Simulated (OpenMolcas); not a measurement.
# Pd²⁺ among point charges: CASSCF levels and susceptibility

How does a field of 6 point charges split the states of Pd²⁺, and what χT follows?

Method: state-averaged CASSCF, spin-orbit coupling by RASSI with atomic mean-field integrals. Code: OpenMolcas 26.06.

1 further run of the same task is left out (it didn't finish).

## Step 1: The system

| Quantity | Value |
| --- | --- |
| Species | Pd²⁺ (palladium, Z = 46, 44 electrons) |
| Basis | ANO-RCC-VDZP [6s5p3d1f], 43 functions |
| Scalar Hamiltonian | DKH2, point nucleus |
| Inactive shells | 1s 2s 2p 3s 3p 3d 4s 4p |
| Active space | 8 electrons in 5 orbitals (4d) |
| Some configurations of this space | 4d⁸ |
| Orbitals | optimised for each spin and parity, averaged over all roots |

Outer shells as boxes (Hund's rule):

4d8
```
4d [↑↓][↑↓][↑↓][↑ ][↑ ]
```

The ion sits among 6 point charges of -1.7 e arranged as a tetragonal octahedron (D4h), 1.81 Å from the ion, with the axial distance 1.937 Å. The active orbitals were held to one l.

The work runs as a chain of OpenMolcas steps in one folder; each step below is one input file. Labels, J, g values, rates, χT and fits are worked out afterwards by a script from the matrices that RASSI stores. The input lists half of the charges; inversion (Group=XYZ) makes the rest.

## Step 2: GATEWAY and SEWARD: basis and integrals

a.inp

```
&GATEWAY
Coord
1

Pd 0.0 0.0 0.0
Basis=ANO-RCC-VDZP
Group=XYZ
NoMove
AngMom=0.0 0.0 0.0
AMFI
XField
3 Angstrom 0
1.810000 0.000000 0.000000 -1.700000
0.000000 1.810000 0.000000 -1.700000
0.000000 0.000000 1.936700 -1.700000
&SEWARD
```

Run with:

```
$ OMP_NUM_THREADS=1 MOLCAS_MEM=1689 MOLCAS_PROJECT=a pymolcas a.inp > a.log
```

## Step 3: Reference wave functions, triplets of even parity, 10 roots

a.inp

```
&RASSCF
FileOrb=start.orb
Symmetry=1
Spin=3
nActEl=8 0 0
Inactive=9 9
Ras2=5 0
CIRoot=10 10 1
SDav=10
CIMx=300
Iter=120 100
PrWF=0.3
OrbListing=Nothing
MaxOrb=0
SupSym
1
15 4 5 6 7 8 10 11 12 13 14 17 18 19 20 21
0
>>> COPY $Project.JobIph JOB001
```

start.orb holds the contracted functions of the basis, ordered by shell, or the orbitals of the step before.

## Step 4: Reference wave functions, singlets of even parity, 15 roots

a.inp

```
&RASSCF
FileOrb=start.orb
Symmetry=1
Spin=1
nActEl=8 0 0
Inactive=9 9
Ras2=5 0
CIRoot=15 15 1
SDav=15
CIMx=300
Iter=120 100
PrWF=0.3
OrbListing=Nothing
MaxOrb=0
SupSym
1
15 4 5 6 7 8 10 11 12 13 14 17 18 19 20 21
0
>>> COPY $Project.JobIph JOB002
```

## Step 5: RASSI: spin-orbit coupling between the states

a.inp

```
&RASSI
NrOfJobIphs=2 10 15
1 2 3 4 5 6 7 8 9 10
1 2 3 4 5 6 7 8 9 10 11 12 13 14 15
IphNames
JOB001
JOB002
EJob
SpinOrbit
DIPRint=1.0
SOCoupling=1000.0
Subsets=2
Property=9
'ANGMOM' 1 'ANGMOM' 2 'ANGMOM' 3 'MLTPL  1' 1 'MLTPL  1' 2 'MLTPL  1' 3
'AMFI' 1 'AMFI' 2 'AMFI' 3
SOProperty=3
'ANGMOM' 1 'ANGMOM' 2 'ANGMOM' 3
```

**Question.** What will these runs give? Wanted: spin-free ground state; first state of the same spin within the active space; lowest level; next level.

**Answer**, as computed:

| quantity | value |
| --- | --- |
| method | CASSCF |
| spin-free ground state | 3B1, 1-fold in its orbital part |
| first state of the same spin within the active space | 3E at 11200 cm⁻¹ |
| lowest level | 1-fold B2 |
| next level | 8.8 cm⁻¹ |
| χT at 300 K | 1.56 cm³ K/mol |
| effective moment at 300 K | 3.54 μB |

The spin-free ground state (3B1) comes to 100 % from free-ion F terms and keeps the highest spin of the shell. χT at 300 K is 1.56, against 1.00 cm³ K/mol for the spin alone, so orbital moment adds to it. The field of point charges can differ much from that of real complexes. Point charges carry no covalency, so the field is a model and not that of real ligands.
